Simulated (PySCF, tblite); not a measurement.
**C₃H₁₀NSi₂ radical: geometry, infrared bands and EPR parameters**

Aim: predict the infrared bands and EPR parameters of C₃H₁₀NSi₂ radical (`C[Si]1CC[SiH2]N1`).

Programs: tblite 0.8.0 and PySCF 2.14.0, with density-fitted response routines of our own. Each step states its level of theory. These are calculated values for one molecule in the gas phase, unless marked as measured. Atoms count from 0, in the outputs and in this text.

### Step 1. The molecule as given

16 atoms, charge 0, multiplicity 2; geometry from: force field or distance geometry start.

Bonds of the start (Å): C0–Si1 1.86, Si1–C2 1.90, C2–C3 1.55, C3–Si4 1.87, Si4–N5 1.72, N5–Si1 1.72, C0–H6 1.09, C0–H7 1.09, C0–H8 1.10, C2–H9 1.09, C2–H10 1.09, C3–H11 1.10, C3–H12 1.09, Si4–H13 1.47, Si4–H14 1.49, N5–H15 1.03.

### Step 2. Relaxing the molecule with GFN2-xTB

Job settings and geometry (Å):

```
{"job": {"kind": "relax", "xc": "GFN2-xTB", "basis": "xTB"}, "charge": 0, "multiplicity": 2}
C      2.407600    -0.497300     0.318600
Si     0.841100    -0.434300    -0.691100
C     -0.607100    -1.223000     0.249800
C     -1.846600    -0.364400    -0.114800
Si    -1.206600     1.377000    -0.369600
N      0.375900     1.185700    -1.011800
H      2.686000    -1.523700     0.539200
H      3.238100    -0.022600    -0.210900
H      2.283200     0.027000     1.273600
H     -0.769500    -2.269700    -0.022800
H     -0.422200    -1.177700     1.322900
H     -2.610000    -0.430800     0.680500
H     -2.303900    -0.734000    -1.026700
H     -1.040900     2.082800     0.911400
H     -2.027700     2.165600    -1.328200
H      0.995100     1.848400    -0.531400
```

Command:

```console
OMP_NUM_THREADS=1 python probes_run.py task.json out
```

The driver reads the jobs from task.json and runs them one after another.

**Question.** This job is followed by: GFN2-xTB harmonic vibrations, gas phase; UKS B3LYP, pcH-1 on C H N Si, non-relativistic, mean-field spin-orbit, GIAO. Predict these results of the whole session: strongest single infrared mode (GFN2-xTB); zero-point energy (GFN2-xTB); g(iso) (B3LYP); ⟨S²⟩; largest a(iso) (averaged by class); surface potential, 1st and 99th percentile.

As calculated:

| quantity | value |
| --- | --- |
| strongest single infrared mode (GFN2-xTB) | 2191 cm⁻¹, 452 km/mol |
| zero-point energy (GFN2-xTB) | 77.8 kcal/mol |
| g(iso) (B3LYP) | 2.00261 |
| ⟨S²⟩ | 0.752 (exact 0.75) |
| largest a(iso) (averaged by class) | 29Si on Si1, -534.5 MHz |
| surface potential, 1st and 99th percentile | -0.56 V and 1.46 V |

**Reading.** The optimisation took 61 steps and gained 0.466 eV; among the close pairs (by a distance rule), C0–Si1 changed most, from 1.865 to 1.910 Å. No mode is imaginary among the 42: a minimum at this level. The strongest single mode, at 2191 cm⁻¹, moves mainly H13. Unscaled tight-binding wavenumbers are off by several per cent, some by more. Its intensities can rank the bands wrongly. Si1 carries the largest spin population, 0.80 e. The isotropic g lies 0.3 ppt above the free-electron value.
